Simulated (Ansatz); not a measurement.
Task: a comparison of dispersion corrections of B2BrFH4Si, SMILES FBB([SiH3])Br, with Ansatz's Python interface. Give the script and its output. Level of theory (for the species named): r2SCAN, def2-SVP basis, multiplicity 1, D3BJ dispersion.

```yaml
atoms:
  - { symbol: F, position_ang: [2.9168, 0.4116, -0.7160] }
  - { symbol: B, position_ang: [1.7026, 0.0983, 0.0521] }
  - { symbol: B, position_ang: [0.1586, 0.2190, -0.6227] }
  - { symbol: Si, position_ang: [-1.2911, -0.2507, 0.4414] }
  - { symbol: Br, position_ang: [-0.0366, 0.8433, -2.5096] }
  - { symbol: H, position_ang: [1.8382, -0.2573, 1.1642] }
  - { symbol: H, position_ang: [-1.2337, -1.6669, 0.8604] }
  - { symbol: H, position_ang: [-2.5423, -0.0561, -0.3673] }
  - { symbol: H, position_ang: [-1.4240, 0.6125, 1.6803] }
```

The script, `disp_b2brfh4si.py`:
```python
"""Size of D3 and D4 in B2BrFH4Si."""

import ansatz
from ase import Atoms

BASIS_SET = "def2-SVP"


def main() -> None:
    atoms = Atoms(["F", "B", "B", "Si", "Br", "H", "H", "H", "H"], positions=[
        [2.9168, 0.4116, -0.716],
        [1.7026, 0.0983, 0.0521],
        [0.1586, 0.219, -0.6227],
        [-1.2911, -0.2507, 0.4414],
        [-0.0366, 0.8433, -2.5096],
        [1.8382, -0.2573, 1.1642],
        [-1.2337, -1.6669, 0.8604],
        [-2.5423, -0.0561, -0.3673],
        [-1.424, 0.6125, 1.6803],
    ])
    molecule = ansatz.Crystal.molecule_from_ase(atoms)

    calc = molecule.calculation().basis(gaussian=BASIS_SET)
    for name in ["r2scan", "pbe"]:
        for correction in ("d3bj", "d4"):
            data = calc.functional(name, dispersion=correction).run(threads=1).report
            print(f"{name:8s} {correction:5s} total {data['free_energy_ev']:.5f} eV, of which dispersion {1000 * data['dispersion']['energy']['ev']:.2f} meV")


if __name__ == "__main__":
    main()
```

`python disp_b2brfh4si.py` gives:
```text
DeckWarning: the engine holds no damping parameters fitted to this dispersion correction and functional, so the run takes those fitted to r2scan beside the three-body term, which d3bj leaves out (hamiltonian.dispersion, under Limitations)
r2scan   d3bj  total -82041.60942 eV, of which dispersion -60.38 meV
r2scan   d4    total -82041.60006 eV, of which dispersion -51.01 meV
pbe      d3bj  total -82025.21898 eV, of which dispersion -209.04 meV
pbe      d4    total -82025.22457 eV, of which dispersion -214.63 meV
```
(Warnings from the package without file and line.)

Caveats:
- Total energies depend on the basis set; only differences at equal settings carry meaning.
- The geometry is a force-field or estimated start, not a minimum of this method, and the basis set is short of its limit. D4 holds the three-body term, and d3bj doesn't.
- A dispersion term here runs with damping parameters fitted for another variant or functional.
- Run time: 18 s on 1 thread of Arm Neoverse V2, with other jobs on the host, peak memory 0.24 GiB.
